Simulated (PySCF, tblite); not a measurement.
# C₅H₁₁ClO₂S: geometry, infrared bands and NMR shifts

What infrared bands and NMR shifts should C₅H₁₁ClO₂S (`CCC[C@H](C)S(=O)(=O)Cl`) show?

Computed with tblite 0.8.0 and PySCF 2.14.0, with density-fitted response routines of our own, on a single molecule in the gas phase. Atoms are numbered from 0 throughout.

## Step 1: Starting geometry

20 atoms, charge 0, multiplicity 1; geometry from: force field or distance geometry start.

Bonds of the start (Å): C0–C1 1.55, C1–C2 1.48, C2–C3 1.51, C3–C4 1.50, C3–S5 1.80, S5–O6 1.48, S5–O7 1.52, S5–Cl8 2.08, C0–H9 1.11, C0–H10 1.10, C0–H11 1.11, C1–H12 1.14, C1–H13 1.09, C2–H14 1.11, C2–H15 1.12, C3–H16 1.11, C4–H17 1.11, C4–H18 1.12, C4–H19 1.12.

## Step 2: Optimising the geometry with GFN2-xTB

What the job is given:

```
{"job": {"kind": "relax", "xc": "GFN2-xTB", "basis": "xTB"}, "charge": 0, "multiplicity": 1}
C      2.761600    -0.190300     0.196000
C      1.488900     0.609300    -0.191600
C      0.367200    -0.358900    -0.153700
C     -0.985800     0.206000    -0.505900
C     -1.492500     1.291600     0.388600
S     -2.111900    -1.178800    -0.271500
O     -3.503800    -0.870600    -0.650300
O     -1.528400    -2.331500    -1.062800
Cl    -1.884500    -1.739900     1.715700
H      3.612300     0.140100    -0.442700
H      2.996100    -0.074000     1.263900
H      2.570700    -1.269600    -0.007800
H      1.329900     1.298400     0.705900
H      1.645600     1.161800    -1.117400
H      0.573300    -1.119800    -0.935100
H      0.308500    -0.862900     0.842900
H     -1.058200     0.548300    -1.554100
H     -1.587100     0.997600     1.458500
H     -0.959700     2.272700     0.264600
H     -2.547400     1.481200     0.053700
```

On the command line:

```
$ OMP_NUM_THREADS=1 python probes_run.py task.json out
```

This one command runs all jobs of the session in turn.

**Question.** This job is followed by: GFN2-xTB harmonic vibrations, gas phase; GIAO PBE0/pcSseg-1 NMR shielding, non-relativistic, gas phase. Predict these results of the whole session: strongest single infrared mode (GFN2-xTB); zero-point energy (GFN2-xTB); 13C shifts against TMS (PBE0/pcSseg-1); 1H shifts against TMS (PBE0/pcSseg-1, means over atoms taken as alike); 33S shifts against CS2 (PBE0/pcSseg-1); 17O shifts against H2O (PBE0/pcSseg-1); 35Cl shifts against HCl (PBE0/pcSseg-1); surface potential, 1st and 99th percentile.

The runs gave:

```
                                                              quantity                                         value
                             strongest single infrared mode (GFN2-xTB)                         1279 cm⁻¹, 343 km/mol
                                          zero-point energy (GFN2-xTB)                                100.0 kcal/mol
                                13C shifts against TMS (PBE0/pcSseg-1)              76.1, 36.3, 23.6, 16.7, 15.4 ppm
1H shifts against TMS (PBE0/pcSseg-1, means over atoms taken as alike)  2.91, 2.35, 1.62, 1.43, 1.30, 1.18, 1.14 ppm
                                33S shifts against CS2 (PBE0/pcSseg-1)                                       374 ppm
                                17O shifts against H2O (PBE0/pcSseg-1)                              292.1, 291.4 ppm
                               35Cl shifts against HCl (PBE0/pcSseg-1)                                       506 ppm
                                 surface potential, 1st and 99th percentile                            -1.42 V and 1.37 V
```

Over 66 steps the energy fell by 0.899 eV; of the close pairs, S5–O7 changed most, 1.515 to 1.428 Å. No mode is imaginary among the 54: a minimum at this level. The strongest single mode, at 1279 cm⁻¹, has its largest shares on S5, O7 and O6 (the list is cut at 3 atoms). GFN2-xTB is a fitted tight-binding method: band positions and strengths are rough. Its intensities can rank the bands wrongly. At PBE0/pcSseg-1: Shielding is most anisotropic at Cl8 (span 911 ppm, paramagnetic term -703 ppm). At PBE0/pcSseg-1, counted by nearest atom on the grid, the HOMO lies on Cl8 37 %; O6, O7 about 29 % each, the LUMO on Cl8 37 %; S5 31 %.
